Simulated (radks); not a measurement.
# Ti in [Ar] 3d2 4s2: an all-electron calculation

An exercise on one series of results from a longer session: the logs are not shown, and one member is left open.

Method: scalar-relativistic Kohn-Sham, Wu-Cohen GGA, spin-unpolarised, spherical densities, finite nucleus. Code: radks (a radial shooting solver on a logarithmic mesh, Libxc functionals) version 1.

## The system

- element: titanium (Z = 22)
- charge: 0
- electrons: 22
- configuration: [Ar] 3d2 4s2
- nuclear rms radius: 3.5921 fm

The outer shells:

Ti
```
[Ar] core
3d [↑ ][↑ ][  ][  ][  ]
4s [↑↓]
```

The first run:

Input:

```text
Z 22
configuration [Ar] 3d2 4s2
relativity scalar-relativistic
functional wc,pbe
spin unpolarised
nucleus finite rms 3.5921 fm
c 137.035999084
```

One table of the session follows, with a row left open; its other results are not shown here.

It belongs to the step «Orbitals and density». Sizes of the orbitals, from the radial functions (bohr):

```
level      <r>  outermost maximum (interpolated)  90 % within  nodes
   1s  0.06962                            0.0456        0.124      0
   2s        ?                                 ?            ?      ?
   2p   0.2900                             0.219        0.477      0
   3s    1.007                             0.869         1.51      2
   3p    1.086                             0.901         1.68      1
   4s    3.489                              2.92         5.25      3
   3d    1.616                             0.979         2.90      0
```

Q: Estimate the row for 2s from the others.

The run gave: <r>: 0.3252; outermost maximum (interpolated): 0.269; 90 % within: 0.505; nodes: 1. In the column «<r>» it lies between 2p (0.2900) and 3s (1.007).

Caveats from the session: Spin polarisation and multiplet splitting are left out.
